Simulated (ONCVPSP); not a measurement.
# W: generating and testing an ONCV potential

Do these settings give a usable potential? It is generated, then checked for transferability, scattering, ghosts and hardness.

Program: ONCVPSP 4.0.1.1 (patched build). Reference atom: PBE, scalar-relativistic, spherical and spin-unpolarised. All values are calculated.

### 1 The design

Typed settings, in words:

* element: tungsten (W, Z = 74)
* type: optimised norm-conserving Vanderbilt (ONCV)
* frozen core: [Kr] 4d10
* valence charge: 28
* reference configuration: 4f14 5s2 5p6 5d4 6s2
* partial waves: 5s+6s: rc 1.80 bohr, ncon 4, nbas 8, qcut 6.6 1/bohr, 2 projectors; 5p: rc 2.10 bohr, ncon 4, nbas 7, qcut 7.6 1/bohr, 2 projectors, debl 0.5 Ha; 5d: rc 2.40 bohr, ncon 4, nbas 8, qcut 7.9 1/bohr, 2 projectors, debl 1.9 Ha; 4f: rc 0.60 bohr, ncon 5, nbas 10, qcut 33.4 1/bohr, 1 projector
* local potential: polynomial inside 0.50 bohr (lpopt 3, dvloc0 6 Ha)
* core correction: polynomial model core, fcfact 0.4

The outer shells as boxes (Hund's rule for the drawing; the calculation is spin-unpolarised):

```
[Kr] core
4d [↑↓][↑↓][↑↓][↑↓][↑↓]
4f [↑↓][↑↓][↑↓][↑↓][↑↓][↑↓][↑↓]
5s [↑↓]
5p [↑↓][↑↓][↑↓]
5d [↑ ][↑ ][↑ ][↑ ][  ]
6s [↑↓]
```

An earlier all-electron run gives the scale for the radii.

All-electron outer shells of the reference configuration (PBE, scalar-relativistic, ld1.x):

```tsv
shell	level (eV)	outermost node (bohr)	outermost maximum (bohr)
4d	-238.43	0.22	0.45
5s	-79.07	0.53	0.96
5p	-43.20	0.57	1.09
4f	-33.21	–	0.43
6s	-5.71	1.28	2.67
5d	-4.48	0.63	1.49
6p	-1.36	1.54	3.75
```

### 2 Generating the potential

W.dat

```
# ATOM AND REFERENCE CONFIGURATION
# atsym  z   nc   nv     iexc    psfile
  W 74.00    9    5        4      upf
#
#   n    l    f
    1    0    2.00
    2    0    2.00
    2    1    6.00
    3    0    2.00
    3    1    6.00
    3    2   10.00
    4    0    2.00
    4    1    6.00
    4    2   10.00
    4    3   14.00
    5    0    2.00
    5    1    6.00
    5    2    4.00
    6    0    2.00
#
# PSEUDOPOTENTIAL AND OPTIMIZATION
# lmax
    3
#
#   l,   rc,      ep,       ncon, nbas, qcut
    0    1.80    0.00    4    8    6.60
    1    2.10    0.00    4    7    7.60
    2    2.40    0.00    4    8    7.90
    3    0.60    0.00    5   10   33.40
#
# LOCAL POTENTIAL
# lloc, lpopt,  rc(5),   dvloc0
    4    3    0.50    6.00
#
# VANDERBILT-KLEINMAN-BYLANDER PROJECTORs
# l, nproj, debl
    0    2    1.60
    1    2    0.50
    2    2    1.90
    3    1    1.10
#
# MODEL CORE CHARGE
# icmod, fcfact, rcfact
    1    0.40    0.00
#
# LOG DERIVATIVE ANALYSIS
# epsh1, epsh2, depsh
   -4.00    5.00    0.02
#
# OUTPUT GRID
# rlmax, drl
    6.00    0.01
#
# TEST CONFIGURATIONS
# ncnf
    4
# nvcnf
#   n    l    f
    5
    4    3   14.00
    5    0    2.00
    5    1    6.00
    5    2    4.00
    6    0    1.00
#
    5
    4    3   14.00
    5    0    2.00
    5    1    6.00
    5    2    4.00
    6    0    0.00
#
    5
    4    3   14.00
    5    0    2.00
    5    1    6.00
    5    2    3.00
    6    0    0.00
#
    5
    4    3   14.00
    5    0    1.00
    5    1    6.00
    5    2    4.00
    6    0    2.00
#
```

Launch:

```sh
$ oncvpsp.x < W.dat > W.out
```

What the program wrote to W.out (without the consistency checks and plot data):

```text
ONCVPSP  (Optimized Norm-Conservinng Vanderbilt PSeudopotential)
scalar-relativistic version 4.0.1.1, modified

#   n    l    f        energy (Ha)
    1    0    2.00    -2.5540165E+03
    2    0    2.00    -4.4081250E+02
    2    1    6.00    -3.8546869E+02
    3    0    2.00    -1.0152223E+02
    3    1    6.00    -8.5135760E+01
    3    2   10.00    -6.6302367E+01
    4    0    2.00    -2.0944040E+01
    4    1    6.00    -1.5570103E+01
    4    2   10.00    -8.7621447E+00
    4    3   14.00    -1.2203271E+00
    5    0    2.00    -2.9058909E+00
    5    1    6.00    -1.5876493E+00
    5    2    4.00    -1.6464925E-01
    6    0    2.00    -2.0995059E-01

Reference configufation results
  iterations    36
  all-electron total energy (Ha)   -1.61425134D+04

Begin loop to  construct optimized pseudo wave functions
and semi-local pseudopoentials for all angular momenta

Calculating optimized projector #   1

 for l=   0

    Fraction of norm inside rc  0.966160
    Optimizing pswf for qcut=   6.61 a_B^-1,  ecut=  21.83 Ha
    Residual kinetic energy error=  8.22D-06 Ha

    Energy error per electron        Cutoff
         Ha          eV             Ha
         0.01000     0.27211       11.51
         0.00100     0.02721       15.86
         0.00010     0.00272       18.77
         0.00001     0.00027       22.41

Calculating optimized projector #   2

 for l=   0

    Fraction of norm inside rc  0.076973
    Optimizing pswf for qcut=   6.61 a_B^-1,  ecut=  21.83 Ha
    Residual kinetic energy error=  1.30D-05 Ha

    Energy error per electron        Cutoff
         Ha          eV             Ha
         0.01000     0.27211        8.48
         0.00100     0.02721       15.24
         0.00010     0.00272       18.84
         0.00001     0.00027       23.61

WARNING wellstate: negative energy specified for n= 6 l=  1
WARNING scattering state with energy  0.25000000
WARNING will be used for the first projector

   Wellstate for l =  1  n =  6
     eigenvalue =   0.2500
     asymptotic potential =   0.7500
     half-point radius =  3.4568

Calculating optimized projector #   1

 for l=   1

    Fraction of norm inside rc  0.957608
    Optimizing pswf for qcut=   7.60 a_B^-1,  ecut=  28.88 Ha
    Residual kinetic energy error=  3.12D-08 Ha

    Energy error per electron        Cutoff
         Ha          eV             Ha
         0.01000     0.27211        9.29
         0.00100     0.02721       12.03
         0.00010     0.00272       14.30
         0.00001     0.00027       16.15

Calculating optimized projector #   2

 for l=   1

    Fraction of norm inside rc  0.154056
    Optimizing pswf for qcut=   7.60 a_B^-1,  ecut=  28.88 Ha
    Residual kinetic energy error=  6.70D-08 Ha

    Energy error per electron        Cutoff
         Ha          eV             Ha
         0.01000     0.27211        7.95
         0.00100     0.02721       10.48
         0.00010     0.00272       14.60
         0.00001     0.00027       21.76

   Wellstate for l =  2  n =  7
     eigenvalue =   1.7354
     asymptotic potential =   2.2354
     half-point radius =  4.3753

Calculating optimized projector #   1

 for l=   2

    Fraction of norm inside rc  0.711002
    Optimizing pswf for qcut=   7.90 a_B^-1,  ecut=  31.19 Ha
    Residual kinetic energy error=  2.31D-09 Ha

    Energy error per electron        Cutoff
         Ha          eV             Ha
         0.01000     0.27211       11.04
         0.00100     0.02721       15.10
         0.00010     0.00272       18.60
         0.00001     0.00027       21.55

Calculating optimized projector #   2

 for l=   2

    Fraction of norm inside rc  0.188340
    Optimizing pswf for qcut=   7.90 a_B^-1,  ecut=  31.19 Ha
    Residual kinetic energy error=  8.44D-10 Ha

    Energy error per electron        Cutoff
         Ha          eV             Ha
         0.01000     0.27211       11.73
         0.00100     0.02721       15.69
         0.00010     0.00272       19.29
         0.00001     0.00027       22.34

Calculating optimized projector #   1

 for l=   3

    Fraction of norm inside rc  0.583879
    Optimizing pswf for qcut=  33.38 a_B^-1,  ecut= 557.23 Ha
    Residual kinetic energy error=  1.37D-07 Ha

    Energy error per electron        Cutoff
         Ha          eV             Ha
         0.01000     0.27211      358.69
         0.00100     0.02721      417.25
         0.00010     0.00272      464.77
         0.00001     0.00027      501.60

Construct Vanderbilt / Kleinmman-Bylander projectors

B matrix Hermiticity error, ll=   0
   1   2    3.5732E-04

  Orthonormal projector coefficients  3.6522E+01  1.7714E+00

B matrix Hermiticity error, ll=   1
   1   2    2.5659E-04

  Orthonormal projector coefficients  2.3192E+01  9.3280E-01

B matrix Hermiticity error, ll=   2
   1   2   -1.5440E-04

  Orthonormal projector coefficients  1.4219E+01  6.8628E-01

Model core correction analysis
  based on d2Exc/dn_idn_j

d2excae - all-electron derivatives

   -2.513206D-02   -1.148825D-02   -8.032919D-03   -2.664228D-03
   -8.471521D-04
   -1.148794D-02   -2.865021D-02   -2.496367D-02   -1.049957D-02
   -1.499970D-03
   -8.033174D-03   -2.496919D-02   -2.511469D-02   -1.401697D-02
   -2.031029D-03
   -2.677417D-03   -1.058830D-02   -1.428255D-02   -1.438387D-02
   -4.429973D-03
   -8.721482D-04   -1.654012D-03   -2.564517D-03   -5.593798D-03
   -3.669950D-03

d2excps - pseudofunction derivatives with no core correction

   -4.795900D-02   -1.956729D-02   -1.183518D-02   -2.905598D-03
   -1.509426D-03
   -1.956715D-02   -2.617748D-02   -2.385666D-02   -1.053184D-02
   -1.411310D-03
   -1.183550D-02   -2.386215D-02   -2.454586D-02   -1.407678D-02
   -2.043362D-03
   -2.918806D-03   -1.062053D-02   -1.434228D-02   -1.458876D-02
   -4.443688D-03
   -1.534469D-03   -1.565307D-03   -2.576739D-03   -5.607568D-03
   -3.669103D-03

rms 2nd derivative error    5.255393E-03

Polynomial model core charge

d2excps - pseudofunction derivatives with core correction

   -2.987282D-02   -1.418087D-02   -9.412316D-03   -2.648964D-03
   -1.018131D-03
   -1.418064D-02   -2.307853D-02   -2.186284D-02   -1.019720D-02
   -1.171723D-03
   -9.412594D-03   -2.186829D-02   -2.319785D-02   -1.382690D-02
   -1.899497D-03
   -2.662166D-03   -1.028585D-02   -1.409238D-02   -1.453330D-02
   -4.422657D-03
   -1.043157D-03   -1.325696D-03   -2.432855D-03   -5.586497D-03
   -3.647421D-03

rms 2nd derivative error    1.952609E-03

Pseudoatom total energy -378.140168

Diagnostic tests using Vanderbilt-Kleinman-Bylander pseudopotentials
  1 or more projectors used as specified by nproj input data

   l    rcore       rmatch      e in        delta e   norm test  slope test

   0   1.8068413   1.8617009  -2.9058909   0.0000028   1.0002138   1.0001993
   0   1.8068413   1.8617009  -0.2099506   0.0000031   1.0000362   1.0000290

   1   2.1108993   2.1749907  -1.5876493   0.0000013   1.0001610   1.0001582
   1   2.1108993   2.1749907   0.2500000   0.0000104   1.0001744   1.0001744

   2   2.4078148   2.4809213  -0.1646492  -0.0000011   1.0000406   1.0000428
   2   2.4078148   2.4809213   1.7353507   0.0000161   1.0002830   1.0002830

   3   0.6010236   0.6192720  -1.2203271   0.0007494   1.0000729   0.9998309

 Testing for bound ghosts
   n   l    E NL Schr. Eq   E Basis Diag.   E Cutoff

       0                      -27.983068     81.16  WARNING - GHOST(-)
   1   0       -2.905888       -2.905818     81.16
   2   0       -0.209947       -0.175630     81.16

       1                      -12.268721     50.42  WARNING - GHOST(-)
   2   1       -1.587648       -1.587183     50.42

   3   2       -0.164650       -0.163826     59.45

   4   3       -1.219578       -1.180642   1364.82

 Testing for highly-localized positive-energy ghosts
       l    <radius>/rc     E Basis Diag.   E Cutoff

       2        0.231725        2.382926     59.45  WARNING - GHOST(+)

Test configuration 0

   n   l     f        eae           eps        diff
   1   0  2.0000-2554.01648257
   2   0  2.0000 -440.81249975
   2   1  6.0000 -385.46869021
   3   0  2.0000 -101.52222840
   3   1  6.0000  -85.13576036
   3   2 10.0000  -66.30236720
   4   0  2.0000  -20.94403960
   4   1  6.0000  -15.57010256
   4   2 10.0000   -8.76214472
   4   3 14.0000   -1.22032709   -1.21957768    7.49D-04
   5   0  2.0000   -2.90589091   -2.90588813    2.79D-06
   5   1  6.0000   -1.58764932   -1.58764798    1.33D-06
   5   2  4.0000   -0.16464925   -0.16465035   -1.10D-06
   6   0  2.0000   -0.20995059   -0.20994750    3.09D-06

    Total energies and differences
      AE_ref= -1.61425134D+04  AE_tst= -1.61425134D+04  dif=  0.00D+00
      PS_ref= -3.78140168D+02  PS_tst= -3.78140168D+02  dif=  3.92D-12
      PSP excitation error= -3.92D-12

Test configuration 1

   n   l     f        eae           eps        diff
   1   0  2.0000-2554.29339267
   2   0  2.0000 -441.08744223
   2   1  6.0000 -385.74369191
   3   0  2.0000 -101.79738334
   3   1  6.0000  -85.41091876
   3   2 10.0000  -66.57739252
   4   0  2.0000  -21.21929772
   4   1  6.0000  -15.84531711
   4   2 10.0000   -9.03722917
   4   3 14.0000   -1.49534176   -1.49704416   -1.70D-03
   5   0  2.0000   -3.18114191   -3.18182551   -6.84D-04
   5   1  6.0000   -1.86379527   -1.86386308   -6.78D-05
   5   2  4.0000   -0.43098130   -0.43087256    1.09D-04
   6   0  1.0000   -0.44766545   -0.44776566   -1.00D-04

    Total energies and differences
      AE_ref= -1.61425134D+04  AE_tst= -1.61421869D+04  dif=  3.26D-01
      PS_ref= -3.78140168D+02  PS_tst= -3.77813545D+02  dif=  3.27D-01
      PSP excitation error= -1.61D-04

Test configuration 2

   n   l     f        eae           eps        diff
   1   0  2.0000-2554.61257383
   2   0  2.0000 -441.40399517
   2   1  6.0000 -386.06033646
   3   0  2.0000 -102.11383988
   3   1  6.0000  -85.72738216
   3   2 10.0000  -66.89373317
   4   0  2.0000  -21.53583630
   4   1  6.0000  -16.16181158
   4   2 10.0000   -9.35356450
   4   3 14.0000   -1.81143461   -1.81624348   -4.81D-03
   5   0  2.0000   -3.49679521   -3.49836569   -1.57D-03
   5   1  6.0000   -2.17922323   -2.17941510   -1.92D-04
   5   2  4.0000   -0.73062511   -0.73037583    2.49D-04

    Total energies and differences
      AE_ref= -1.61425134D+04  AE_tst= -1.61416107D+04  dif=  9.03D-01
      PS_ref= -3.78140168D+02  PS_tst= -3.77236947D+02  dif=  9.03D-01
      PSP excitation error= -5.35D-04

Test configuration 3

   n   l     f        eae           eps        diff
   1   0  2.0000-2555.09139038
   2   0  2.0000 -441.88462466
   2   1  6.0000 -386.54100199
   3   0  2.0000 -102.59157382
   3   1  6.0000  -86.20512918
   3   2 10.0000  -67.37199265
   4   0  2.0000  -22.01305344
   4   1  6.0000  -16.63916079
   4   2 10.0000   -9.83111873
   4   3 14.0000   -2.28795387   -2.28895395   -1.00D-03
   5   0  2.0000   -3.96754052   -3.96811593   -5.75D-04
   5   1  6.0000   -2.63955155   -2.63973815   -1.87D-04
   5   2  3.0000   -1.14320517   -1.14302038    1.85D-04

    Total energies and differences
      AE_ref= -1.61425134D+04  AE_tst= -1.61406779D+04  dif=  1.84D+00
      PS_ref= -3.78140168D+02  PS_tst= -3.76304261D+02  dif=  1.84D+00
      PSP excitation error= -4.43D-04

Test configuration 4

psatom: WARNING lschvkbb convergence error n,l,iter=   4   3   4
ea(ii),et,emin,emax -1.230008E+00 -1.353009E+00 -1.353009E+00 -1.353009E+00
run_config: WARNING for fully non-local PS atom, stg. 1
 WARNING no output for configuration 5
```

Run time: 7.2 s. Hardware: 1 thread of Neoverse-N1, shared host.

The projector energies used in the p channel were -1.588, 0.250 Ha; the program set a typed value aside.

All-electron and pseudo partial waves u(r) = r·R(r), from the program's wave files:

```tsv
r (bohr)	5p AE	5p PS	5d AE	5d PS
0.120	0.3039	0.0326	0.2130	0.0026
0.240	-0.0662	0.1259	-0.0915	0.0194
0.360	-0.5333	0.2663	-0.3179	0.0598
0.480	-0.3446	0.4335	-0.2598	0.1268
0.600	0.1141	0.6043	-0.0610	0.2177
0.720	0.5420	0.7574	0.1622	0.3239
0.840	0.8358	0.8759	0.3571	0.4335
0.960	0.9926	0.9501	0.5082	0.5350
1.080	1.0415	0.9770	0.6154	0.6191
1.200	1.0170	0.9607	0.6848	0.6809
1.320	0.9480	0.9095	0.7239	0.7196
1.440	0.8560	0.8340	0.7401	0.7373
1.560	0.7556	0.7451	0.7395	0.7381
1.680	0.6559	0.6519	0.7271	0.7264
1.800	0.5623	0.5612	0.7065	0.7062
1.920	0.4775	0.4773	0.6807	0.6805
2.040	0.4024	0.4024	0.6517	0.6515
2.160	0.3372	0.3372	0.6209	0.6208
2.280	0.2812	0.2812	0.5893	0.5893
2.400	0.2337	0.2336	0.5578	0.5578
2.520	0.1935	0.1935	0.5267	0.5267
2.640	0.1599	0.1598	0.4964	0.4964
2.760	0.1317	0.1317	0.4671	0.4671
2.880	0.1084	0.1083	0.4390	0.4390
3.000	0.0890	0.0890	0.4120	0.4120
3.120	0.0730	0.0730	0.3863	0.3863
```

Densities times 4π (e/bohr³); a dash where the program caps the true core:

```tsv
r (bohr)	pseudo valence	true core	model core
0.120	20.03	–	275.8
0.360	194.7	355.8	208.2
0.600	62.56	81.4	70.75
0.840	23.6	8.642	8.642
1.080	11.35	0.8138	0.8138
1.320	5.758	0.07795	0.07795
1.560	2.877	0.00775	0.00775
1.800	1.483	0.0007963	0.0007963
2.040	0.8338	8.439e-05	8.439e-05
2.280	0.5153	9.142e-06	9.142e-06
2.520	0.3415	1.039e-06	1.039e-06
2.760	0.2357	1e-07	1e-07
3.000	0.1659	0	0
```

### 3 Transferability, from the output's test configurations

1 test gave no usable energy difference (4f14 5s1 5p6 5d4 6s2).

The tests as a table, with energies relative to 4f14 5s2 5p6 5d4 6s2.

```csv
valence configuration,charge,ΔE all-electron (eV),error AE − PS (meV)
4f14 5s2 5p6 5d4 6s1,+1,8.883,-4.4
4f14 5s2 5p6 5d4 6s0,+2,24.563,-15
4f14 5s2 5p6 5d3 6s0,+3,49.946,-12
```

### 4 Scattering by logarithmic derivatives

Taken from the files of the generation run. The phase is arctan(r·R′/R) of the radial function R, unwrapped, with energies in Ha. A pole is an energy at which the radial function vanishes at the test radius. The pseudo phase is shifted by a multiple of π to meet the all-electron one at the reference energy. Levels narrower than the energy grid can be missing from the poles. The last column is the largest difference on the grid between −0.5 and +0.5 Ha.

```tsv
channel	radius (bohr)	reference (Ha)	poles AE	poles PS	window around the reference with phases within 0.05 rad (Ha)	largest difference near zero (rad)
s	1.83	-0.21	-2.63	-2.63, 4.60	below 5.0	0.001
p	2.14	-1.59	-1.38, 4.03	-1.38, 3.97	the whole range	0.000
d	2.44	-0.16	0.26, 4.14	0.26, 2.38, 4.15	below 2.4	0.000
f	0.61	-1.22	none	none	the whole range	0.001
```

Phases (rad) along the scan:

```tsv
E (Ha)	f AE	f PS	p AE	p PS
-3.98	-0.496	-0.495	1.340	1.340
-3.50	-0.620	-0.619	1.310	1.310
-3.02	-0.732	-0.731	1.265	1.265
-2.54	-0.832	-0.832	1.173	1.173
-2.06	-0.920	-0.920	0.814	0.814
-1.58	-0.998	-0.998	-1.349	-1.349
-1.10	-1.066	-1.065	-1.704	-1.704
-0.62	-1.125	-1.125	-1.848	-1.848
-0.14	-1.178	-1.177	-2.015	-2.015
0.34	-1.224	-1.224	-2.352	-2.352
0.82	-1.266	-1.265	-3.225	-3.226
1.30	-1.303	-1.302	-4.066	-4.066
1.78	-1.337	-1.335	-4.377	-4.378
2.26	-1.367	-1.365	-4.515	-4.516
2.74	-1.395	-1.393	-4.594	-4.595
3.22	-1.420	-1.418	-4.647	-4.649
3.70	-1.444	-1.441	-4.688	-4.691
4.18	-1.466	-1.462	-4.723	-4.728
4.66	-1.486	-1.482	-4.757	-4.765
```

### 5 Plane-wave cutoff and ghosts

Read off the output, the cutoffs (Ha) at which the residual kinetic energy of the hardest occupied pseudo-wave falls to 1 and 0.1 mHa per electron: 417 Ha and 465 Ha.

The program's own ghost test: GHOST(-) flagged for s at -761.5 eV, p at -333.8 eV; GHOST(+) flagged for d at 64.8 eV.

Cutoff (Ha) at which the first wave of each channel reaches a given error (Ha per electron):

```tsv
error	s	p	d	f
1.0e-02	11.5	9.3	11.0	358.7
3.2e-03	13.9	10.7	13.1	389.5
1.0e-03	15.9	12.0	15.1	417.3
3.2e-04	17.5	13.2	16.9	442.0
1.0e-04	18.8	14.3	18.6	464.8
3.2e-05	20.1	15.3	20.1	484.1
1.0e-05	22.4	16.2	21.5	501.6
```

### 6 Results

```
                                                quantity                                                value
  cutoffs for 1 and 0.1 mHa per electron, occupied waves                                    417 Ha and 465 Ha
                                            bound ghosts                     s at -761.46 eV, p at -333.85 eV
                                          GHOST(+) flags                                           d at 65 eV
                       largest miss of a reference level                                          20 meV (4f)
                            largest test error (AE − PS)  -15 meV, for 4f14 5s2 5p6 5d4 6s0 (1 test unsolved)
largest phase difference near zero energy, channels read                                            0.001 rad
 rms error of d²Exc/dn², without and with the model core                                    5.26 and 1.95 mHa
                 projector energies reset by the program                                  p: -1.588, 0.250 Ha
```

In words: A bound ghost (s, p) makes it unfit for use: electrons can fall into a state that the atom doesn't have. By total energies transferability is good where solved: the largest error is 15 meV on 24.6 eV, for 4f14 5s2 5p6 5d4 6s0. Atomic tests can pass in spite of a ghost, since they solve only for the levels asked. Of the tests 1 gave no usable energy difference, which is a warning in itself. The potential is very hard: the looser tolerance needs 417 Ha. At the looser tolerance the 4f wave is the slowest; 5s needs 16 Ha. Near zero energy the phases of the channels with partial waves agree within 0.001 rad. The program also flags highly localised states, GHOST(+) (d). All of this concerns the isolated atom, not yet a solid.
